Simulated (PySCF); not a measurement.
# TlH−: from the state search to spectroscopic constants

One table from this session's results is given with a row withheld; the runs are named, their logs left out.

Method: Tl aug-cc-pVDZ-PP with ECP60, H aug-cc-pVDZ, scalar-relativistic core potentials; program: PySCF 2.14.0.

3 further runs of the same task are left out: 3 set aside as unsound or not needed.

Set-up of the first run:

A driver script around PySCF takes these settings:

```
atoms                         : Tl, H
charge                        : -1
basis                         : Tl aug-cc-pVDZ-PP with ECP60, H aug-cc-pVDZ
Hamiltonian                   : scalar-relativistic core potentials
basis functions               : 41
electrons treated             : 23
masses in u                   : 204.9744, 1.0078
levels                        : PBE0, PBE, r²SCAN, TPSSh, B3LYP, PW91, LC-ωPBE, MP2, SCS-MP2, CCSD, CCSD(T)
grid                          : 80 radial by 434 angular points
occupations                   : held fixed by the projection of orbital angular momentum
dissociation limit            : Tl + H−, each in its ground configuration
starting distance in angstrom : 1.850
values of 2S to try           : 1, 3
```

On the command line:

```sh
OMP_NUM_THREADS=1 python dia.py task.json out
```

Among the steps run: The job; First curve: PBE0; PBE (GGA); r²SCAN (meta-GGA); TPSSh (hybrid meta-GGA); B3LYP; PW91 (GGA); LC-ωPBE (range-separated hybrid); Adding correlation.

One of the session's tables, all rows but one given; the rest of the session is left out.

It belongs to the step «The curves together». Energy (eV) from each level's lowest point:

| R (Å) | UHF-MP2 | UHF-SCS-MP2 | UHF-CCSD | UHF-CCSD(T) | PBE |
| --- | --- | --- | --- | --- | --- |
| 1.687 | 0.234 | 0.261 | n/a | n/a | 0.314 |
| 1.766 | 0.096 | 0.115 | 0.119 | 0.120 | 0.151 |
| 1.844 | 0.024 | 0.034 | 0.038 | 0.038 | 0.055 |
| 1.903 | 0.001 | 0.007 | 0.009 | 0.009 | 0.016 |
| 1.962 | 0.000 | 0.000 | 0.000 | 0.000 | 0.000 |
| 2.021 | 0.015 | 0.010 | 0.008 | 0.007 | 0.002 |
| 2.099 | ? | ? | ? | ? | ? |
| 2.197 | 0.127 | 0.109 | 0.097 | 0.095 | 0.079 |
| 2.315 | 0.236 | 0.210 | 0.189 | 0.186 | 0.168 |
| 2.472 | 0.401 | 0.366 | n/a | n/a | 0.307 |

Q: Estimate the row for R (Å) = 2.099 from the others.

Worked estimate for «UHF-MP2». A straight line through the neighbours (2.021, 0.015) and (2.197, 0.127) gives 0.015 + (0.127 − 0.015) × (2.099 − 2.021) / (2.197 − 2.021) = 0.065; a parabola fitted to 4 rows on both sides gives 0.057.

The run gave: UHF-MP2: 0.055; UHF-SCS-MP2: 0.044; UHF-CCSD: 0.037; UHF-CCSD(T): 0.036; PBE: 0.025. In «UHF-MP2» the line misses by +0.010 and the parabola by +0.002.
